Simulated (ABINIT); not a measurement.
Here is an ABINIT 10.8.3 (patched build) calculation.

The input run.abi:

```
# Pseudopotentials
pp_dirpath "./"
pseudos "Co.GGA_PBE-JTH.xml, O.GGA_PBE-JTH.xml"

# Structure
structure "poscar:POSCAR"
natom 2

# Plane-wave basis
ecut 26.0
pawecutdg 48.0
pawxcdev 0

# k points
kptopt 1
ngkpt 11 11 11
nshiftk 1
shiftk 0.0 0.0 0.0

# Exchange and correlation
ixc 11

# Bands and occupations
nband 16
occopt 3
tsmear 0.00183747

# Spin
nsppol 2
spinat
     0.0000000000     0.0000000000     3.0000000000
     0.0000000000     0.0000000000     0.0000000000

# SCF cycle
nstep 100
tolvrs 1.0e-9

# Output
iomode 3
prtwf 0
prtden 0
prteig 0
prtebands 0
enunit 2
```

The input POSCAR:

```
CoO
1.0
    0.0000000000      2.1315016600      2.1315016600
    2.1315016600      0.0000000000      2.1315016600
    2.1315016600      2.1315016600      0.0000000000
Co O
1 1
Direct
    0.0000000000      0.0000000000      0.0000000000  Co
    0.5000000000      0.5000000000      0.5000000000  O
```

Potentials or basis: JTH PAW PBE v2.0.

Command:

```bash
$ abinit run.abi > log 2>&1
```

Predict the pressure.

-2.3 GPa.

Estimate the band gap on the k mesh.

none (metal or under the smearing width).

Estimate the net moment.

2.92 μB per cell.

Caveat: a cell with one magnetic atom can't hold antiferromagnetic order, which such compounds often take; semilocal functionals often make such compounds metallic where correlation or magnetic order opens a gap, which also shifts bond lengths. With open d or f shells a metallic result of PBE can be an artefact of self-interaction; +U or a hybrid may open a gap.
